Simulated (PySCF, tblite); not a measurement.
# C3H6B radical: geometry, infrared bands and EPR parameters

Aim: predict the infrared bands and EPR parameters of C3H6B radical (`[BH]CC=C`).

Computed with tblite 0.8.0 and PySCF 2.14.0, with density-fitted response routines of our own, on a single molecule in the gas phase. Atoms count from 0, in the outputs and in this text.

## 1. The starting structure

10 atoms, charge 0, multiplicity 2; geometry from: force field or distance geometry start.

Bonds of the start (Å): B0–C1 1.60, C1–C2 1.48, C2–C3 1.35, B0–H4 1.18, C1–H5 1.12, C1–H6 1.11, C2–H7 1.08, C3–H8 1.09, C3–H9 1.08.

## 2. Optimising the geometry with GFN2-xTB

The job: settings as JSON, then the geometry in Å.

```
{"job": {"kind": "relax", "xc": "GFN2-xTB", "basis": "xTB"}, "charge": 0, "multiplicity": 2}
B      1.916800     0.023000    -0.127600
C      0.617300    -0.766300     0.357000
C     -0.587000    -0.356900    -0.402600
C     -1.219100     0.813500    -0.176800
H      1.954600     1.200600    -0.020100
H      0.462800    -0.603700     1.451400
H      0.804300    -1.850300     0.198000
H     -0.987100    -1.016200    -1.160900
H     -0.847400     1.487300     0.592300
H     -2.106300     1.073800    -0.733200
```

Run with:

```bash
> OMP_NUM_THREADS=1 python probes_run.py task.json out
```

This one command runs all jobs of the session in turn.

**Question.** This job is followed by: GFN2-xTB harmonic vibrations, gas phase; UKS B3LYP, pcH-1 on B C H, non-relativistic, mean-field spin-orbit, GIAO. What will the session give for the following? strongest single infrared mode (GFN2-xTB); zero-point energy (GFN2-xTB); g(iso) (B3LYP); ⟨S²⟩; largest a(iso) (averaged by class); potential on the surface of density 0.002 e/bohr³, 1st and 99th percentile.

As calculated:

```
                                                                  quantity                  value
                                 strongest single infrared mode (GFN2-xTB)  2682 cm⁻¹, 144 km/mol
                                              zero-point energy (GFN2-xTB)          48.5 kcal/mol
                                                            g(iso) (B3LYP)                2.00191
                                                                      ⟨S²⟩     0.752 (exact 0.75)
                                        largest a(iso) (averaged by class)   11B on B0, 347.1 MHz
potential on the surface of density 0.002 e/bohr³, 1st and 99th percentile     -0.72 V and 1.34 V
```

What this shows: Over 77 steps the energy fell by 0.209 eV; of the close pairs, B0–C1 changed most, 1.596 to 1.557 Å. All 24 modes are real, so the xTB geometry is a minimum. The strongest single mode, at 2682 cm⁻¹, moves mainly H4. GFN2-xTB is a fitted tight-binding method: band positions and strengths are rough. Its intensities can rank the bands wrongly. Most of the unpaired spin sits on B0 (0.97 e). The isotropic g lies 0.4 ppt below the free-electron value. These values are for one conformer; the search (at its own cheap level) found 1 more, at 0.96 kcal/mol, and measured spectra average over such forms.
